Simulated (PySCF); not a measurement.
# HF/3-21G run of Ge2H6O2 (SMILES [OH][GeH2][GeH2][OH])

What is the vertical ionisation energy of Ge2H6O2 at HF/3-21G? Input form: a Python script.

The calculation is run with PySCF 2.14.0.

4 further runs of the same task are left out: 4 set aside as unsound or not needed.

### Step 1. Starting point

The species is Ge2H6O2 (10 atoms), meant as a singlet with charge 0. SMILES: `[OH][GeH2][GeH2][OH]`. The shape is that of a PBE0-D4/def2-TZVP optimisation. This is one conformer, not always the lowest.

Bond lengths: O1–Ge2 1.791 Å, Ge2–Ge3 2.444 Å, Ge3–O4 1.791 Å, O1–H5 0.960 Å, Ge2–H6 1.534 Å, Ge2–H7 1.547 Å, Ge3–H8 1.534 Å, Ge3–H9 1.547 Å, O4–H10 0.960 Å. Some angles: O1–Ge2–Ge3 109.9°, Ge2–Ge3–O4 109.9°, O1–Ge2–H6 103.9°, O1–Ge2–H7 109.4°, Ge3–Ge2–H6 113.2°, Ge3–Ge2–H7 110.2°, Ge2–O1–H5 112.5°, Ge2–Ge3–H8 113.2°, Ge2–Ge3–H9 110.2°, O4–Ge3–H8 103.9°.

### Step 2. The energy at HF/3-21G

Contents of job.py:

```python
from pyscf import gto, scf

system = gto.M(
    atom='''
O       -0.309300       2.455000      -0.006400
Ge       0.600700       0.984100       0.456700
Ge      -0.721500      -1.006400      -0.054200
O        0.308500      -2.466700       0.057800
H       -0.425000       2.532100      -0.955900
H        0.860000       1.168500       1.957800
H        1.943500       0.946400      -0.311300
H       -1.840500      -1.265700       0.963100
H       -1.315400      -0.903200      -1.479200
H        0.981900      -2.495100      -0.625400
''',
    spin=0,
    max_memory=1860,
    basis='3-21g',
    verbose=3,
)

myscf = scf.RHF(system)
myscf.conv_tol = 1e-10
myscf.kernel()
if not myscf.converged:
    myscf = myscf.newton().run(myscf.mo_coeff, myscf.mo_occ)

e_final = myscf.e_tot
print('Final energy', e_final)
```

Command:

```
$ OMP_NUM_THREADS=1 python job.py
```

Standard output:

```text
converged SCF energy = -4283.08179396067
Final energy -4283.0817939606695
```

Wall time 1.3 s (1 thread of Arm Neoverse V1, shared host); peak memory 0.13 GiB.

### Step 3. The doublet cation at the same level

Contents of job.py:

```python
from pyscf import gto

mol = gto.Mole()
mol.atom = '''
O     -0.309300     2.455000    -0.006400
Ge     0.600700     0.984100     0.456700
Ge    -0.721500    -1.006400    -0.054200
O      0.308500    -2.466700     0.057800
H     -0.425000     2.532100    -0.955900
H      0.860000     1.168500     1.957800
H      1.943500     0.946400    -0.311300
H     -1.840500    -1.265700     0.963100
H     -1.315400    -0.903200    -1.479200
H      0.981900    -2.495100    -0.625400
'''
mol.verbose = 3
mol.max_memory = 1860
mol.spin = 1
mol.basis = '3-21g'
mol.charge = 1
mol.build()

hf = mol.UHF()
hf.conv_tol = 1e-10
hf.kernel()
if not hf.converged:
    hf = hf.newton().run(hf.mo_coeff, hf.mo_occ)

e_tot = hf.e_tot
print('Final energy', e_tot)
```

Command:

```
$ OMP_NUM_THREADS=1 python job.py
```

Standard output:

```text
converged SCF energy = -4282.73669003002  <S^2> = 0.81247552  2S+1 = 2.0615291
Final energy -4282.736690030019
```

Wall time 2.2 s (1 thread of Arm Neoverse V1, shared host); peak memory 0.15 GiB.

### Step 4. Results

At HF/3-21G:

| quantity | value |
| --- | --- |
| singlet Ge2H6O2: total energy | -4283.08179 Eh |
| singlet Ge2H6O2: dipole moment | 2.78 D |
| singlet Ge2H6O2: HOMO energy | -10.18 eV |
| singlet Ge2H6O2: LUMO energy | 2.62 eV |
| singlet Ge2H6O2: HOMO–LUMO gap | 12.80 eV |
| doublet cation: total energy | -4282.73669 Eh |
| doublet cation: HOMO energy (highest over α and β) | -16.46 eV |
| doublet cation: LUMO energy (lowest over α and β) | -8.38 eV |
| doublet cation: ⟨S²⟩ | 0.812 |
| vertical ionisation energy (to the doublet cation) | 9.391 eV |

What this shows: Removing an electron at fixed nuclei costs 9.39 eV (906 kJ/mol). The negative HOMO energy of the first species, 10.18 eV, lies 0.79 eV above that difference. Mulliken charges (singlet Ge2H6O2) run from -0.81 on O1 to +0.83 on Ge3.
